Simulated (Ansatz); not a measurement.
# Ge(OEt)2Me2 (C6H16GeO2): geometry, orbitals and charge

Aim: characterise Ge(OEt)2Me2 (C6H16GeO2) as a singlet: its structure, frontier levels and distribution of charge.

Computed with Ansatz 0.2.0, Gaussian basis. Level: RKS PBE0-D4/def2-TZVP.

Levels to be run: relaxation at PBE-D4/def2-SVP; a single point at PBE0-D4/def2-TZVP.

**1. Starting geometry**

25 atoms, charge 0, spin multiplicity 1.

Atoms are counted from 1 here; the program's logs count them from 0.

Bond lengths: Ge1–O2 1.757 Å, Ge1–O10 1.783 Å, Ge1–C18 2.007 Å, Ge1–C22 1.987 Å, O2–C3 1.416 Å, C3–C4 1.522 Å, C3–H5 1.094 Å, C3–H6 1.097 Å, C4–H7 1.087 Å, C4–H8 1.087 Å, C4–H9 1.086 Å, O10–C11 1.410 Å, C11–C12 1.523 Å, C11–H13 1.097 Å, C11–H14 1.097 Å, C12–H15 1.087 Å, C12–H16 1.087 Å, C12–H17 1.087 Å and more. Angles: O2–Ge1–O10 102.9°, O2–Ge1–C18 112.2°, O2–Ge1–C22 102.9°, O10–Ge1–C18 109.1°, O10–Ge1–C22 111.9°, C18–Ge1–C22 116.9°, Ge1–O2–C3 127.6°, O2–C3–C4 108.9°, O2–C3–H5 110.4°, O2–C3–H6 109.2°, C4–C3–H5 109.9°, C4–C3–H6 109.9°, H5–C3–H6 108.5°, C3–C4–H7 110.0°, C3–C4–H8 109.9°, C3–C4–H9 109.8°, H7–C4–H8 109.3°, H7–C4–H9 109.3° and more.

Coordinates:

```
atom     x (Å)     y (Å)     z (Å)
 Ge1  -1.03626  -0.13206  -0.18243
  O2  -0.72593  -0.06232   1.54580
  C3   0.40083   0.49152   2.20017
  C4   0.63694  -0.26388   3.49963
  H5   1.28644   0.41891   1.56117
  H6   0.21046   1.55086   2.41379
  H7   1.48762   0.15986   4.02728
  H8  -0.24542  -0.19922   4.13086
  H9   0.83198  -1.31097   3.28540
 O10   0.57331  -0.48958  -0.86235
 C11   1.03503  -0.28745  -2.17897
 C12   2.48853   0.16622  -2.13936
 H13   0.95684  -1.23216  -2.73144
 H14   0.42877   0.46252  -2.70089
 H15   2.87462   0.26947  -3.15016
 H16   2.56763   1.12147  -1.62612
 H17   3.08554  -0.56474  -1.60070
 C18  -1.67885   1.62586  -0.90751
 H19  -2.05108   1.51408  -1.92070
 H20  -0.87150   2.35333  -0.90723
 H21  -2.48367   1.99779  -0.28291
 C22  -2.27172  -1.67892  -0.34969
 H23  -3.07856  -1.57941   0.36730
 H24  -1.73042  -2.59640  -0.14147
 H25  -2.69113  -1.73476  -1.34947
```

The start is a GFN2-xTB geometry.

**2. Optimising with PBE-D4/def2-SVP**

in.yaml

```yaml
crystal:
  periodic: [false, false, false]
  atoms:
    - {symbol: Ge, position_ang: [-1.036260, -0.132060, -0.182430]}
    - {symbol: O, position_ang: [-0.725930, -0.062320, 1.545800]}
    - {symbol: C, position_ang: [0.400830, 0.491520, 2.200170]}
    - {symbol: C, position_ang: [0.636940, -0.263880, 3.499630]}
    - {symbol: H, position_ang: [1.286440, 0.418910, 1.561170]}
    - {symbol: H, position_ang: [0.210460, 1.550860, 2.413790]}
    - {symbol: H, position_ang: [1.487620, 0.159860, 4.027280]}
    - {symbol: H, position_ang: [-0.245420, -0.199220, 4.130860]}
    - {symbol: H, position_ang: [0.831980, -1.310970, 3.285400]}
    - {symbol: O, position_ang: [0.573310, -0.489580, -0.862350]}
    - {symbol: C, position_ang: [1.035030, -0.287450, -2.178970]}
    - {symbol: C, position_ang: [2.488530, 0.166220, -2.139360]}
    - {symbol: H, position_ang: [0.956840, -1.232160, -2.731440]}
    - {symbol: H, position_ang: [0.428770, 0.462520, -2.700890]}
    - {symbol: H, position_ang: [2.874620, 0.269470, -3.150160]}
    - {symbol: H, position_ang: [2.567630, 1.121470, -1.626120]}
    - {symbol: H, position_ang: [3.085540, -0.564740, -1.600700]}
    - {symbol: C, position_ang: [-1.678850, 1.625860, -0.907510]}
    - {symbol: H, position_ang: [-2.051080, 1.514080, -1.920700]}
    - {symbol: H, position_ang: [-0.871500, 2.353330, -0.907230]}
    - {symbol: H, position_ang: [-2.483670, 1.997790, -0.282910]}
    - {symbol: C, position_ang: [-2.271720, -1.678920, -0.349690]}
    - {symbol: H, position_ang: [-3.078560, -1.579410, 0.367300]}
    - {symbol: H, position_ang: [-1.730420, -2.596400, -0.141470]}
    - {symbol: H, position_ang: [-2.691130, -1.734760, -1.349470]}
basis:
  gaussian: {orbitals: def2-SVP}
hamiltonian: {xc: pbe, dispersion: d4}
scf: {lower_state_search: "off"}
output: {orbitals: {seedname: orbitals}}
relax: {f_tol: 0.03, max_steps: 70}
```

Launch:

```sh
$ ansatz run in.yaml --threads 2 --pin off --events-out ev --progress --plain --max-ram 22528MiB --backend cuda --devices 0, --max-vram 18GiB
```

The runs that follow: Single point, PBE0-D4/def2-TZVP.

**Question.** What will the summary of the whole plan be? Wanted: point group; commonest bond, hydrogen aside; HOMO, LUMO at PBE0-D4/def2-TZVP; dipole at PBE-D4/def2-SVP.

As calculated:

| quantity | value |
| --- | --- |
| point group | C1 |
| commonest bond, hydrogen aside | C–Ge, 2 of mean length 1.955 Å |
| HOMO, LUMO at PBE0-D4/def2-TZVP | -7.38, 0.66 eV |
| dipole at PBE-D4/def2-SVP | 2.14 D |

What this shows: The molecule keeps its bonding pattern by the stored test; the atoms moved 0.42 Å (rms). No usable vibrations, so a minimum isn't proven. The HOMO lies nearest to O2 37 %; O10 22 % and the LUMO to H19, H20, H21 about 11 % each; H25 8 %. The point group is read from a loosely relaxed geometry; soft torsions can leave it below the true symmetry.
